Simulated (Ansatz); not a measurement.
# SiW (CsCl type): how the settings move a single-point run

Aim: see which settings change the result for SiW (CsCl type), by how much, and at what cost.

Computed with Ansatz 0.2.0 (reference: DFT, PBE, all-electron PAW with datasets made for the crystal, scalar-relativistic, unless a step's input says otherwise).

2 further runs of the same task are left out: 1 that didn't finish, 1 set aside as unsound or not needed.

## (1) The starting structure

It takes space group P4/mmm (No. 123, tetragonal). Conventional cell: a = 3.103 Å, b = 3.103 Å, c = 3.057 Å, α = 90.00°, β = 90.00°, γ = 90.00°. W (site symmetry 4/mmm) has 8 Si at 2.67 Å and 6 W at 3.06 to 3.10 Å as nearest neighbours. Si (site symmetry 4/mmm) has 8 W at 2.67 Å as nearest neighbours.

As a file:

```
W Si
1.0
     3.10295    0.00000    0.00000
     0.00000    3.10295    0.00000
     0.00000    0.00000    3.05709
W Si
1 1
Direct
  0.00000 0.00000 0.00000
  0.50000 0.50000 0.50000
```

## (2) The reference run

Contents of input.yaml:

```yaml
crystal:
  lattice:
    - [3.1029508227, 0.0, 0.0]
    - [0.0, 3.1029508227, 0.0]
    - [0.0, 0.0, 3.0570944066]
  atoms:
    - { symbol: W, position: [0.0, 0.0, 0.0] }
    - { symbol: Si, position: [0.5, 0.5, 0.5] }
kpoints:
  mp_grid: { grid: [11, 11, 11] }
scf:
  occupations: { method: fermi_dirac, width: 0.03 }
hamiltonian:
  xc: pbe
  pseudopotentials: { kind: all_electron, datasets: crystal }
output:
  forces: true
  stress: true
  eigenvalues: true
  efg: { contact_densities: true }
```

Command:

```console
$ ansatz run input.yaml --threads 1 --pin off --max-ram 2048MiB --backend cpu --events-out ev --progress --plain --runs-dir out
```

## (3) Variant: mp_grid.grid [6, 6, 6]

input.yaml, as its differences from that of step 2:

```diff
@@ -9,3 +9,3 @@
 kpoints:
-  mp_grid: { grid: [11, 11, 11] }
+  mp_grid: { grid: [6, 6, 6] }
 scf:
```

What does the calculation give? Wanted: for each run, ending; energy change; pressure; gap; force.

The runs gave:

| run | ending | energy change | pressure (GPa) | gap (eV) | force (eV/Å) | cycles | time |
| --- | --- | --- | --- | --- | --- | --- | --- |
| reference | converged | 0 | -6.2 | 0.00 | 0.00 | 9 | 10 s |
| 1: mp_grid.grid [6, 6, 6] | converged | +40.7 meV/atom | -5.1 | 0.00 | 0.00 | 10 | 7.3 s |

Residual by cycle in the longest SCF loop of each run; runs are numbered as in the table. The quantity is the density residual dr2, in eV.

```
cycle  reference    run 1
    1       4.58     4.59
    2      0.868    0.935
    3      0.118    0.142
    4     0.0184  0.00674
    5     3.5e-4  0.00382
    6     6.4e-6   4.9e-4
    7     2.8e-5   2.5e-5
    8     2.0e-8   2.1e-6
    9     1.3e-8   3.4e-7
   10          -   7.1e-9
```

What this shows: Changing the k-point mesh moves the energy by +40.7 meV/atom, and the pressure goes from -6.2 to -5.1 GPa. The energy is not variational in the mesh, so the sign tells nothing. Cost: 10 SCF cycles against 9, 7.3 s against 10 s. The reference leaves spin out although W can carry a moment, so its state need not be the lowest.
